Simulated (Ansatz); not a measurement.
# C2H7BOSi: two geometries relaxed

Aim: relax the geometries before and after the rotation by 180° about the B4–O5 bond, and see whether they are two minima and how far apart in energy. SMILES of the start: CC1[SiH2]B1O.

Method: RKS CAM-B3LYP/def2-SVP, in Ansatz 0.2.0.

**1. The starting structure**

Bond lengths: C1–C2 1.465 Å, C2–Si3 1.763 Å, C2–B4 1.655 Å, Si3–B4 2.101 Å, B4–O5 1.394 Å, C1–H6 1.166 Å, C1–H7 1.123 Å, C1–H8 1.092 Å, C2–H9 1.062 Å, Si3–H10 1.481 Å, Si3–H11 1.501 Å, O5–H12 0.969 Å. Angles (14 of 22 angles, heavy atoms first): C1–C2–Si3 113.3°, C1–C2–B4 114.0°, Si3–C2–B4 75.8°, C2–Si3–B4 49.8°, C2–B4–Si3 54.4°, C2–B4–O5 150.0°, Si3–B4–O5 155.5°, C1–C2–H9 117.6°, Si3–C2–H9 115.8°, B4–C2–H9 113.4°, C2–C1–H6 111.2°, C2–C1–H7 115.8°, C2–C1–H8 111.7°, C2–Si3–H10 119.9°.

As a file:

```xyz
12

C    -1.3785    0.7172   -0.0927
C    -0.3559   -0.2553   -0.4873
Si    0.1309   -1.3276    0.8251
B     1.1909    0.2135   -0.1324
O     2.2771    1.0586   -0.3529
H    -1.4571    1.5856   -0.8672
H    -1.2170    1.2233    0.8965
H    -2.3780    0.2763   -0.0943
H    -0.4506   -0.7089   -1.4428
H     0.9089   -2.5514    0.5269
H    -0.0333   -0.8846    2.2494
H     2.8396    0.5981   -0.9943
```

**2. Relaxing end A**

File input.yaml:

```yaml
crystal:
  periodic: [false, false, false]
  atoms:
    - { symbol: C, position_ang: [-1.3785, 0.7172, -0.0927] }
    - { symbol: C, position_ang: [-0.3559, -0.2553, -0.4873] }
    - { symbol: Si, position_ang: [0.1309, -1.3276, 0.8251] }
    - { symbol: B, position_ang: [1.1909, 0.2135, -0.1324] }
    - { symbol: O, position_ang: [2.2771, 1.0586, -0.3529] }
    - { symbol: H, position_ang: [-1.4571, 1.5856, -0.8672] }
    - { symbol: H, position_ang: [-1.217, 1.2233, 0.8965] }
    - { symbol: H, position_ang: [-2.378, 0.2763, -0.0943] }
    - { symbol: H, position_ang: [-0.4506, -0.7089, -1.4428] }
    - { symbol: H, position_ang: [0.9089, -2.5514, 0.5269] }
    - { symbol: H, position_ang: [-0.0333, -0.8846, 2.2494] }
    - { symbol: H, position_ang: [2.8396, 0.5981, -0.9943] }
basis:
  gaussian: { orbitals: def2-SVP }
hamiltonian:
  xc: cam_b3lyp
relax:
  f_tol: 0.015
  max_steps: 40
```

Launch:

```sh
$ ansatz run input.yaml --threads 2 --pin off --max-ram 3072MiB --backend cpu --events-out ev --progress --plain --runs-dir out
```

What it wrote, shortened:

```text
Warning: RAYON_NUM_THREADS=2 ignored (pool sized by the plan → 2); use --threads N
[...]
Functional definition: CAM-B3LYP
[...]
1193 factors; integrals over basis functions are off by at most 3.9e-4 eV
405 factors; integrals over basis functions are off by at most 9.8e-7 eV
[...]
mean field -12778.16931207 eV, -469.5890608644 hartree, gradient 2.5e-5 eV, S^2 0.000000; 0 other end points of the search recorded, 0 dependent functions left out
[...]
reference -12778.16943290 eV, -469.5890653049 hartree; 23, 23 occupied and 86, 86 virtual orbitals, 1193 factors
relax step   1: F+E_penalty+E_count = -12778.16931207 eV  Δ(F+E_penalty+E_count) = +0.000e0 eV  max|allowed force component| = 3.275e0 eV/Å  Δτ_max = 0.0000 Å  (33 SCF iters, accepted)
[...]
relax step   3: F+E_penalty+E_count = -12779.62617985 eV  Δ(F+E_penalty+E_count) = -3.510e-1 eV  max|allowed force component| = 2.509e0 eV/Å  Δτ_max = 0.1931 Å  (38 SCF iters, accepted)
[...]
relax step   5: F+E_penalty+E_count = -12780.14653383 eV  Δ(F+E_penalty+E_count) = -3.131e-1 eV  max|allowed force component| = 1.417e0 eV/Å  Δτ_max = 0.1998 Å  (32 SCF iters, accepted)
[...]
relax step   7: F+E_penalty+E_count = -12780.19722207 eV  Δ(F+E_penalty+E_count) = -5.069e-2 eV  max|allowed force component| = 4.337e-1 eV/Å  Δτ_max = 0.0985 Å  (32 SCF iters, accepted)
[...]
relax step   9: F+E_penalty+E_count = -12780.20750333 eV  Δ(F+E_penalty+E_count) = -3.642e-3 eV  max|allowed force component| = 3.579e-1 eV/Å  Δτ_max = 0.1086 Å  (33 SCF iters, accepted)
[...]
relax step  10: F+E_penalty+E_count = -12780.21707343 eV  Δ(F+E_penalty+E_count) = -9.570e-3 eV  max|allowed force component| = 1.679e-1 eV/Å  Δτ_max = 0.0258 Å  (33 SCF iters, accepted)
[...]
```

**3. The output, continued: end point A relaxed**

Output, continued, shortened:

```text
1193 factors; integrals over basis functions are off by at most 4.6e-4 eV
405 factors; integrals over basis functions are off by at most 1.0e-6 eV
mean field -12780.22455540 eV, -469.6645896635 hartree, gradient 2.3e-5 eV, S^2 0.000000; 0 other end points of the search recorded, 0 dependent functions left out
[...]
reference -12780.22467990 eV, -469.6645942389 hartree; 23, 23 occupied and 86, 86 virtual orbitals, 1193 factors
relax step  11: F+E_penalty+E_count = -12780.22455540 eV  Δ(F+E_penalty+E_count) = -7.482e-3 eV  max|allowed force component| = 1.372e-1 eV/Å  Δτ_max = 0.0487 Å  (31 SCF iters, accepted)
[...]
relax step  16: F+E_penalty+E_count = -12780.23699004 eV  Δ(F+E_penalty+E_count) = -3.034e-4 eV  max|allowed force component| = 2.741e-2 eV/Å  Δτ_max = 0.0226 Å  (33 SCF iters, accepted)
[...]
Atom 2 at     0.564775    -1.378921     0.816038 Å, force     0.001532     0.001805     0.001096 eV/Å
Atom 3 at     1.181936     0.071173    -0.344185 Å, force     0.003528    -0.000801     0.005973 eV/Å
Atom 4 at     2.021354     1.068926    -0.650588 Å, force     0.006679    -0.003187     0.011999 eV/Å
Atom 5 at    -1.534735     1.526534    -1.058491 Å, force     0.001211    -0.002866     0.000868 eV/Å
Atom 6 at    -1.212295     1.496770     0.681680 Å, force     0.003329    -0.003274    -0.002510 eV/Å
Atom 7 at    -2.409896     0.387329    -0.009075 Å, force    -0.000083     0.001430     0.001814 eV/Å
Atom 8 at    -0.546328    -0.869715    -1.236721 Å, force    -0.001116     0.001098     0.000579 eV/Å
Atom 9 at     0.418084    -2.814116     0.465508 Å, force    -0.001704     0.003842    -0.001598 eV/Å
Atom 10 at     0.444635    -1.157085     2.283062 Å, force    -0.000112     0.001038    -0.003323 eV/Å
Atom 11 at     2.917629     0.926635    -0.321752 Å, force    -0.004599     0.003177    -0.010142 eV/Å
Dipole moment:     0.230270     0.008384     0.017588 e Å
```

Wall time 47 s (2 threads of Arm Neoverse V2, shared host); peak memory 0.28 GiB.

The steps of the relaxation:

| step | energy from step 1 (eV) | largest force component (eV/Å) |
| --- | --- | --- |
| 1 | 0.0000 | 3.2748 |
| 2 | -1.1059 | 1.8125 |
| 3 | -1.4569 | 2.5087 |
| 4 | -1.6641 | 2.7980 |
| 5 | -1.9772 | 1.4173 |
| 6x | -1.9524 | 0.6072 |
| 7 | -2.0279 | 0.4337 |
| 8 | -2.0345 | 0.2207 |
| 9 | -2.0382 | 0.3579 |
| 10 | -2.0478 | 0.1679 |
| 11 | -2.0552 | 0.1372 |
| 12 | -2.0618 | 0.2139 |
| 13x | -2.0484 | 0.5593 |
| 14 | -2.0668 | 0.0249 |
| 15 | -2.0674 | 0.0469 |
| 16 | -2.0677 | 0.0274 |
| 17 | -2.0678 | 0.0120 |

Step 1 is the start. 2 steps were tried and not accepted (marked x).

After: Bond lengths: C1–C2 1.518 Å, C2–Si3 1.939 Å, C2–B4 1.539 Å, Si3–B4 1.957 Å, B4–O5 1.339 Å, C1–H6 1.102 Å, C1–H7 1.101 Å, C1–H8 1.101 Å, C2–H9 1.107 Å, Si3–H10 1.485 Å, Si3–H11 1.489 Å, O5–H12 0.965 Å. Angles (14 of 22 angles, heavy atoms first): C1–C2–Si3 132.0°, C1–C2–B4 126.8°, Si3–C2–B4 67.4°, C2–Si3–B4 46.5°, C2–B4–Si3 66.1°, C2–B4–O5 136.6°, Si3–B4–O5 152.3°, C1–C2–H9 113.5°, Si3–C2–H9 99.7°, B4–C2–H9 108.4°, C2–C1–H6 111.5°, C2–C1–H7 111.2°, C2–C1–H8 111.9°, C2–Si3–H10 114.1°.

**4. Relaxing end B**

The second end starts from a geometry with the move made by hand.

Edit input.yaml of step 2 so:

```diff
@@ -14,3 +14,3 @@
     - { symbol: H, position_ang: [-0.0333, -0.8846, 2.2494] }
-    - { symbol: H, position_ang: [2.8396, 0.5981, -0.9943] }
+    - { symbol: H, position_ang: [2.12081, 1.83514, 0.20604] }
 basis:
@@ -22 +22,3 @@
   max_steps: 40
+output:
+  orbitals: {}
```

Launch:

```sh
$ ansatz run input.yaml --threads 2 --pin off --max-ram 3072MiB --backend cpu --events-out ev --progress --plain --runs-dir out
```

What it wrote, shortened:

```text
Warning: RAYON_NUM_THREADS=2 ignored (pool sized by the plan → 2); use --threads N
[...]
[... 1 set-up line as earlier in the session ...]
[...]
1193 factors; integrals over basis functions are off by at most 3.9e-4 eV
405 factors; integrals over basis functions are off by at most 1.0e-6 eV
[...]
mean field -12778.17154999 eV, -469.5891431065 hartree, gradient 2.7e-5 eV, S^2 0.000000; 0 other end points of the search recorded, 0 dependent functions left out
[...]
reference -12778.17167194 eV, -469.5891475880 hartree; 23, 23 occupied and 86, 86 virtual orbitals, 1193 factors
relax step   1: F+E_penalty+E_count = -12778.17154999 eV  Δ(F+E_penalty+E_count) = +0.000e0 eV  max|allowed force component| = 3.287e0 eV/Å  Δτ_max = 0.0000 Å  (33 SCF iters, accepted)
[...]
relax step   4: F+E_penalty+E_count = -12779.75348204 eV  Δ(F+E_penalty+E_count) = -1.754e-1 eV  max|allowed force component| = 3.279e0 eV/Å  Δτ_max = 0.1949 Å  (34 SCF iters, accepted)
[...]
relax step   7: F+E_penalty+E_count = -12780.16518877 eV  Δ(F+E_penalty+E_count) = -5.324e-2 eV  max|allowed force component| = 2.834e-1 eV/Å  Δτ_max = 0.2000 Å  (32 SCF iters, accepted)
[...]
relax step  10: F+E_penalty+E_count = -12780.19816474 eV  Δ(F+E_penalty+E_count) = +1.914e-3 eV  max|allowed force component| = 3.446e-1 eV/Å  Δτ_max = 0.0462 Å  (33 SCF iters, rejected (line search))
[...]
relax step  12: F+E_penalty+E_count = -12780.21816677 eV  Δ(F+E_penalty+E_count) = -1.039e-2 eV  max|allowed force component| = 2.958e-1 eV/Å  Δτ_max = 0.0866 Å  (32 SCF iters, accepted)
[...]
relax step  13: F+E_penalty+E_count = -12780.19736399 eV  Δ(F+E_penalty+E_count) = +2.080e-2 eV  max|allowed force component| = 5.175e-1 eV/Å  Δτ_max = 0.1312 Å  (32 SCF iters, rejected (line search))
```

**5. The log goes on: end point B relaxed**

Output, continued, shortened:

```text
[...]
1193 factors; integrals over basis functions are off by at most 4.5e-4 eV
405 factors; integrals over basis functions are off by at most 1.0e-6 eV
mean field -12780.22719806 eV, -469.6646867797 hartree, gradient 1.3e-5 eV, S^2 0.000000; 0 other end points of the search recorded, 0 dependent functions left out
[...]
reference -12780.22732223 eV, -469.6646913428 hartree; 23, 23 occupied and 86, 86 virtual orbitals, 1193 factors
relax step  14: F+E_penalty+E_count = -12780.22719806 eV  Δ(F+E_penalty+E_count) = -9.031e-3 eV  max|allowed force component| = 7.166e-2 eV/Å  Δτ_max = 0.0643 Å  (33 SCF iters, accepted)
[...]
relax step  20: F+E_penalty+E_count = -12780.23708229 eV  Δ(F+E_penalty+E_count) = -1.786e-4 eV  max|allowed force component| = 2.222e-2 eV/Å  Δτ_max = 0.0162 Å  (32 SCF iters, accepted)
[...]
Atom 2 at     0.563481    -1.254453     0.909396 Å, force    -0.002291     0.000646    -0.007422 eV/Å
Atom 3 at     1.137767     0.327740    -0.089014 Å, force     0.007404     0.000316     0.006941 eV/Å
Atom 4 at     1.883903     1.430360    -0.235433 Å, force     0.003723    -0.001687    -0.000946 eV/Å
Atom 5 at    -1.633316     1.507718    -1.068588 Å, force     0.000214    -0.000644     0.000687 eV/Å
Atom 6 at    -1.510508     1.412911     0.694603 Å, force     0.001287    -0.002599    -0.002425 eV/Å
Atom 7 at    -2.480590     0.217276    -0.184167 Å, force     0.004438     0.001506     0.000149 eV/Å
Atom 8 at    -0.347398    -0.739865    -1.238000 Å, force    -0.000938    -0.001550    -0.000030 eV/Å
Atom 9 at     0.627973    -2.671144     0.470578 Å, force     0.000360     0.000518    -0.001299 eV/Å
Atom 10 at     0.243729    -1.142811     2.358606 Å, force     0.000870     0.002079     0.002385 eV/Å
Atom 11 at     2.747892     1.366060     0.189930 Å, force    -0.006325     0.001396    -0.000802 eV/Å
Dipole moment:     0.225402     0.032450     0.045141 e Å
```

Wall time 59 s (2 threads of Arm Neoverse V2, shared host); peak memory 0.28 GiB.

Relaxation path:

| step | energy from step 1 (eV) | largest force component (eV/Å) |
| --- | --- | --- |
| 1 | 0.0000 | 3.2870 |
| 2 | -1.0807 | 1.7100 |
| 3 | -1.4066 | 1.8587 |
| 4 | -1.5819 | 3.2792 |
| 5 | -1.8246 | 1.6542 |
| 6 | -1.9404 | 0.7407 |
| 7 | -1.9936 | 0.2834 |
| 8 | -2.0021 | 0.4537 |
| 9 | -2.0285 | 0.2612 |
| 10x | -2.0266 | 0.3446 |
| 11 | -2.0362 | 0.1302 |
| 12 | -2.0466 | 0.2958 |
| 13x | -2.0258 | 0.5175 |
| 14 | -2.0556 | 0.0717 |
| 15 | -2.0609 | 0.0634 |
| 16 | -2.0626 | 0.1286 |
| 17 | -2.0642 | 0.0752 |
| 18 | -2.0650 | 0.0391 |
| 19 | -2.0654 | 0.0498 |
| 20 | -2.0655 | 0.0222 |
| 21 | -2.0656 | 0.0074 |

Step 1 is the start. 2 steps were tried and not accepted (marked x).

After: Bond lengths: C1–C2 1.518 Å, C2–Si3 1.939 Å, C2–B4 1.539 Å, Si3–B4 1.957 Å, B4–O5 1.339 Å, C1–H6 1.102 Å, C1–H7 1.101 Å, C1–H8 1.101 Å, C2–H9 1.107 Å, Si3–H10 1.484 Å, Si3–H11 1.488 Å, O5–H12 0.965 Å. Angles (14 of 22 angles, heavy atoms first): C1–C2–Si3 132.0°, C1–C2–B4 126.9°, Si3–C2–B4 67.4°, C2–Si3–B4 46.5°, C2–B4–Si3 66.1°, C2–B4–O5 136.7°, Si3–B4–O5 152.2°, C1–C2–H9 113.5°, Si3–C2–H9 99.7°, B4–C2–H9 108.3°, C2–C1–H6 111.5°, C2–C1–H7 111.2°, C2–C1–H8 112.0°, C2–Si3–H10 114.0°.

**6. What came out**

| quantity | value |
| --- | --- |
| end A | 14 moves, 2.068 eV lower |
| end B | 18 moves, 2.066 eV lower |
| largest difference between the ends | 0.01 Å |
| end B relative to end A | -0.000 eV |

The two relaxations end at one structure, within 0.01 Å: no second minimum was found from this start, which doesn't rule one out.
